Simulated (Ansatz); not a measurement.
Run this with the Python package of Ansatz (0.2.0) and show what comes out.

`run_bde.py`:
```python
"""X-H bond energies and deprotonation of C2H2BrClSi without relaxation."""

from dataclasses import dataclass

import ansatz as az


@dataclass(frozen=True)
class Settings:
    basis: str = "6-31G*"
    xc: str = "r2scan"


opts = Settings()


def energy(molecule, charge=0, unpaired=0):
    calc = (
        molecule.calculation()
        .basis(gaussian=opts.basis)
        .functional(opts.xc)
    )
    if charge:
        calc = calc.charge(charge)
    if unpaired:
        calc = calc.spin("collinear", total=unpaired)
    return calc.run(threads=1).report["free_energy_ev"]

def without(molecule, index):
    rest = az.Crystal.molecule()
    for i, site in enumerate(molecule.cartesian_sites):
        if i != index:
            rest = rest.atom(site.symbol, site.position_ang)
    return rest

geometry_ang = [
    ("Cl", (-1.874, -1.2388, 0.85)),
    ("Si", (-0.5917, 0.3361, 0.7465)),
    ("C", (0.7087, -0.452, -0.188)),
    ("C", (0.1776, 0.4763, -0.8394)),
    ("Br", (0.0474, 1.2637, -2.4213)),
    ("H", (0.0383, 0.7126, 2.0434)),
    ("H", (1.5549, -1.166, -0.2369)),
]
mol = az.Crystal.molecule()
for symbol, xyz in geometry_ang:
    mol = mol.atom(symbol, xyz)

whole = energy(mol, 0)
hydrogen = energy(az.Crystal.molecule().atom("H", (0, 0, 0)), 0, 1)
print(f"E(molecule) = {whole:.5f} eV, E(H) = {hydrogen:.5f} eV")
for index in [5, 6]:
    radical = energy(without(mol, index), 0, 1)
    print(f"H{index}: homolysis {23.060548 * (radical + hydrogen - whole):.1f} kcal/mol")
    anion = energy(without(mol, index), -1)
    print(f"H{index}: loss of a proton {23.060548 * (anion - whole):.1f} kcal/mol")
```

Running `python run_bde.py` prints:
```text
E(molecule) = -92538.84510 eV, E(H) = -13.55744 eV
H5: homolysis 80.3 kcal/mol
H5: loss of a proton 348.6 kcal/mol
H6: homolysis 102.8 kcal/mol
H6: loss of a proton 373.3 kcal/mol
```

Total energies depend on the basis set; only differences at equal settings carry meaning. The geometry is a force-field or estimated start, not a minimum of this method, and the basis set is short of its limit. All parts are taken at fixed geometry, without zero-point energy. The spin-orbit lowering of heavy atoms is left out. Anions want diffuse functions, which this basis lacks. Hardware and time: 32 s on 1 thread of Intel(R) Xeon(R) Platinum 8488C (Sapphire Rapids), on a shared host, peak memory 0.28 GiB.

(Lines on the test bed's own set-up are left out of the output.)
